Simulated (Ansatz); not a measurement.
**CHAlIO+: functionals against CCSD(T) at one geometry**

Aim: energy, forces and dipole at a structure displaced at random from a GFN2-xTB minimum, from CCSD(T) and from density functionals.

Program: Ansatz 0.2.0, Gaussian basis. Level of theory: single points in def2-TZVPP. These are calculated values, not measurements.

Correlated methods freeze the cores. Filled d shells of the heavier atoms are correlated. Core potentials replace the inner electrons past krypton, and spin-orbit coupling is left out.

**1. Where the work starts**

SMILES `O=[C+][AlH][I]`, 5 atoms, charge 1, spin multiplicity 1.

Atoms are counted from 1 here; the program's logs count them from 0.

Bond lengths: O1–C2 1.251 Å, C2–Al3 2.212 Å, Al3–I4 2.428 Å, Al3–H5 1.577 Å. Angles: O1–C2–Al3 161.9°, C2–Al3–I4 93.2°, C2–Al3–H5 105.7°, I4–Al3–H5 158.1°.

As a file:

| atom | x (Å) | y (Å) | z (Å) |
| --- | --- | --- | --- |
| O1 | 0.5307 | -2.0321 | 1.3108 |
| C2 | 0.3487 | -0.8746 | 0.8724 |
| Al3 | 0.0168 | 0.8250 | -0.5041 |
| I4 | -2.1714 | 0.0232 | -1.1866 |
| H5 | 1.1609 | 1.8618 | -0.1844 |

**2. CCSD(T)/def2-TZVPP**

File run/in.yaml:

```yaml
crystal:
  periodic: [false, false, false]
  atoms:
    - {symbol: O, position_ang: [0.530700, -2.032100, 1.310800]}
    - {symbol: C, position_ang: [0.348700, -0.874600, 0.872400]}
    - {symbol: Al, position_ang: [0.016800, 0.825000, -0.504100]}
    - {symbol: I, position_ang: [-2.171400, 0.023200, -1.186600]}
    - {symbol: H, position_ang: [1.160900, 1.861800, -0.184400]}
basis:
  gaussian: {orbitals: def2-TZVPP}
total_charge: 1
correlation: {method: ccsd_t}
output: {forces: true}
```

No record of the launch command was kept for these runs.

**3. PBE0-D4/def2-TZVPP**

run/in.yaml, as its differences from that of step 2:

```diff
@@ -11,3 +11,3 @@
 total_charge: 1
-correlation: {method: ccsd_t}
-output: {forces: true}
+hamiltonian: {xc: pbe0, dispersion: d4}
+output: {forces: true, orbitals: {seedname: orbitals}}
```

**4. wB97M-V/def2-TZVPP**

run/in.yaml, as its differences from that of step 3:

```diff
@@ -11,3 +11,3 @@
 total_charge: 1
-hamiltonian: {xc: pbe0, dispersion: d4}
-output: {forces: true, orbitals: {seedname: orbitals}}
+hamiltonian: {xc: {name: wB97M-V}}
+output: {forces: true}
```

**5. r2SCAN-D4/def2-TZVPP**

run/in.yaml, as its differences from that of step 4:

```diff
@@ -11,3 +11,3 @@
 total_charge: 1
-hamiltonian: {xc: {name: wB97M-V}}
+hamiltonian: {xc: r2scan, dispersion: d4}
 output: {forces: true}
```

**6. PBE-D4/def2-TZVPP**

run/in.yaml, as its differences from that of step 5:

```diff
@@ -11,3 +11,3 @@
 total_charge: 1
-hamiltonian: {xc: r2scan, dispersion: d4}
+hamiltonian: {xc: pbe, dispersion: d4}
 output: {forces: true}
```

**7. HSE06-D4/def2-TZVPP**

run/in.yaml, as its differences from that of step 6:

```diff
@@ -11,3 +11,3 @@
 total_charge: 1
-hamiltonian: {xc: pbe, dispersion: d4}
+hamiltonian: {xc: hse06, dispersion: d4}
 output: {forces: true}
```

**8. r2SCANh-D4/def2-TZVPP**

run/in.yaml, as its differences from that of step 7:

```diff
@@ -11,3 +11,3 @@
 total_charge: 1
-hamiltonian: {xc: hse06, dispersion: d4}
+hamiltonian: {xc: {name: r2SCANh}, dispersion: d4}
 output: {forces: true}
```

(Steps that only read results are left out.)

**Question.** What will these runs give? Wanted: energy less free atoms, CCSD(T)/def2-TZVPP; RMS force component; RMS force error; HOMO and LUMO, PBE0-D4; T1 diagnostic.

**Answer**, as computed:

| quantity | value |
| --- | --- |
| energy less free atoms, CCSD(T)/def2-TZVPP | -913.9 kJ/mol |
| RMS force component | 3.509 to 4.414 eV/Å over the methods |
| RMS force error | PBE0-D4 0.512, wB97M-V 0.640, r2SCAN-D4 0.182, PBE-D4 0.306, HSE06-D4 0.495, r2SCANh-D4 0.400 eV/Å |
| HOMO and LUMO, PBE0-D4 | -13.13 and -8.94 eV |
| T1 diagnostic | 0.018 |

Against CCSD(T) the functionals' energies less atoms differ by -106.3 to -4.2 kJ/mol, PBE-D4 by -106.3 kJ/mol. CCSD(T) in triple zeta still lacks some correlation energy of the bonds, so part of these gaps is its own basis error and they don't rank the functionals. On forces the order runs from r2SCAN-D4 to wB97M-V. Frozen-core CCSD(T) forces in triple zeta carry basis errors of their own, and this is one geometry, so small gaps rank nothing. The restricted Hartree–Fock reference is unstable towards an unrestricted one at one or more of these structures.
